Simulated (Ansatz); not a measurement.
**Al3Cu: energies, forces and stress near the listed structure**

How do energy, forces, pressure and gap of Al3Cu change under further strains and shifts, swapped elements, distortions that keep the symmetry? Each case is one self-consistent run.

Program: Ansatz 0.2.0. Level of theory: DFT PBEsol, scalar-relativistic, plane waves, PAW. These are calculated values, not measurements.

## Step 1: The starting structure

It takes space group Pm-3m (No. 221, cubic). The conventional cell has a = 3.924 Å, b = 3.924 Å, c = 3.924 Å, α = 90.00°, β = 90.00°, γ = 90.00°. Around Al (site symmetry 4/mmm) lie 8 Al at 2.77 Å and 4 Cu at 2.77 Å. Around Cu (site symmetry m-3m) lie 12 Al at 2.77 Å.

As a file:

```
Al Cu
1.0
     3.92415    0.00000    0.00000
     0.00000    3.92415    0.00000
     0.00000    0.00000    3.92415
Al Cu
3 1
Direct
  0.00000 0.50000 0.50000
  0.50000 0.00000 0.50000
  0.50000 0.50000 0.00000
  0.00000 0.00000 0.00000
```

The structure comes from the Materials Project (structure only).

## Step 2: One element swapped, cell strained: Al → In, first probe

Against the listed cell: In takes all sites of Al, and lengths are scaled by 1.076 as a first guess of the size; strain xx, yy, zz, yz, xz, xy = +2.7, +2.7, +2.7, +0.0, +0.0, +0.0 %.

Input file input.yaml:

```yaml
crystal:
  lattice:
    - [4.3387011656, 0.0, 0.0]
    - [0.0, 4.3387011656, 0.0]
    - [0.0, 0.0, 4.3387011656]
  atoms:
    - { symbol: In, position: [0.0, 0.5, 0.5] }
    - { symbol: In, position: [0.5, 0.0, 0.5] }
    - { symbol: In, position: [0.5, 0.5, 0.0] }
    - { symbol: Cu, position: [0.0, 0.0, 0.0] }
basis:
  ecutwfc: 420
kpoints:
  mp_grid: { grid: [4, 4, 4] }
hamiltonian:
  xc: pbesol
scf:
  occupations: { method: gaussian, width: 0.1 }
output:
  forces: true
  stress: true
  eigenvalues: true
```

The run is started by

```
> ansatz run input.yaml --threads 1 --pin off --max-ram 1331MiB --backend cpu --events-out ev --progress --plain --runs-dir out
```

## Step 3: One element swapped, cell strained: Al → In

input.yaml, as its differences from that of step 2:

```diff
@@ -13,3 +13,3 @@
 kpoints:
-  mp_grid: { grid: [4, 4, 4] }
+  mp_grid: { grid: [10, 10, 10] }
 hamiltonian:
```

## Step 4: A distortion that keeps the symmetry

Input file input.yaml:

```yaml
crystal:
  lattice:
    - [4.0770751645, 0.0, 0.0]
    - [0.0, 4.0770751645, 0.0]
    - [0.0, 0.0, 4.0770751645]
  atoms:
    - { symbol: Al, position: [0.0, 0.5, 0.5] }
    - { symbol: Al, position: [0.5, 0.0, 0.5] }
    - { symbol: Al, position: [0.5, 0.5, 0.0] }
    - { symbol: Cu, position: [0.0, 0.0, 0.0] }
basis:
  ecutwfc: 420
kpoints:
  mp_grid: { grid: [12, 12, 12] }
hamiltonian:
  xc: pbesol
scf:
  occupations: { method: gaussian, width: 0.1 }
output:
  forces: true
  stress: true
  eigenvalues: true
```

## Step 5: A distortion of lower symmetry

Input file input.yaml:

```yaml
crystal:
  lattice:
    - [3.996865518, 0.0, 0.0]
    - [0.0, 4.350039108, 0.0]
    - [0.0, 0.0, 3.996865518]
  atoms:
    - { symbol: Al, position: [0.0, 0.4950613347, 0.5] }
    - { symbol: Al, position: [0.5, 0.025402858, 0.5] }
    - { symbol: Al, position: [0.5, 0.4950613347, 0.0] }
    - { symbol: Cu, position: [0.0, -0.0155255273, 0.0] }
basis:
  ecutwfc: 420
kpoints:
  mp_grid: { grid: [10, 8, 10] }
hamiltonian:
  xc: pbesol
scf:
  occupations: { method: gaussian, width: 0.1 }
output:
  forces: true
  stress: true
  eigenvalues: true
```

## Step 6: One element swapped, cell strained: Al → In, first probe

Input file input.yaml:

```yaml
crystal:
  lattice:
    - [4.330042348, 0.0, 0.0]
    - [0.0, 4.330042348, 0.0]
    - [0.0, 0.0, 4.330042348]
  atoms:
    - { symbol: In, position: [0.0, 0.5, 0.5] }
    - { symbol: In, position: [0.5, 0.0, 0.5] }
    - { symbol: In, position: [0.5, 0.5, 0.0] }
    - { symbol: Cu, position: [0.0, 0.0, 0.0] }
basis:
  ecutwfc: 420
kpoints:
  mp_grid: { grid: [4, 4, 4] }
hamiltonian:
  xc: pbesol
scf:
  occupations: { method: gaussian, width: 0.1 }
output:
  forces: true
  stress: true
  eigenvalues: true
```

## Step 7: Substitution of an element, cell strained: Al → In

input.yaml, as its differences from that of step 6:

```diff
@@ -13,3 +13,3 @@
 kpoints:
-  mp_grid: { grid: [4, 4, 4] }
+  mp_grid: { grid: [10, 10, 10] }
 hamiltonian:
@@ -22 +22,2 @@
   eigenvalues: true
+  populations: true
```

## Step 8: A change within a subgroup

Input file input.yaml:

```yaml
crystal:
  lattice:
    - [4.0237459524, -0.03924151, -0.03924151]
    - [-0.03924151, 4.0237459524, -0.03924151]
    - [-0.03924151, -0.03924151, 4.0237459524]
  atoms:
    - { symbol: Al, position: [0.0, 0.5, 0.5] }
    - { symbol: Al, position: [0.5, 0.0, 0.5] }
    - { symbol: Al, position: [0.5, 0.5, 0.0] }
    - { symbol: Cu, position: [0.0, 0.0, 0.0] }
basis:
  ecutwfc: 420
kpoints:
  mp_grid: { grid: [9, 9, 9] }
hamiltonian:
  xc: pbesol
scf:
  occupations: { method: gaussian, width: 0.1 }
output:
  forces: true
  stress: true
  eigenvalues: true
```

Before running it: what results should come out? Wanted: for each run, case; energy; pressure; largest force.

The runs gave:

```
step                                                case  energy (meV/atom)  pressure (GPa)  largest force (eV/Å)  gap on the mesh (eV)
   3         one element swapped, cell strained: Al → In                n/a             2.1                  0.00                  0.00
   4                a distortion that keeps the symmetry               +0.0           -10.3                  0.00                  0.00
   5                      a distortion of lower symmetry             +48.6*           -10.7                  0.34                  0.00
   7  substitution of an element, cell strained: Al → In                n/a             2.5                  0.00                  0.00
   8                          a change within a subgroup             -34.5*            -8.1                  0.00                  0.00
```

Energies are counted from step 4, with the smearing taken to zero; a star marks another k mesh, which can shift energies by itself, so starred rows don't rank against the others. Other atoms or functionals have another zero of energy (n/a). A gap of 0.00 means none on the mesh at this level.

**Reading.** Among the distorted cells of the listed formula and level the largest force, 0.34 eV/Å, acts on Al2 in step 5. The distorted cells of the listed formula and level show no gap on the mesh.
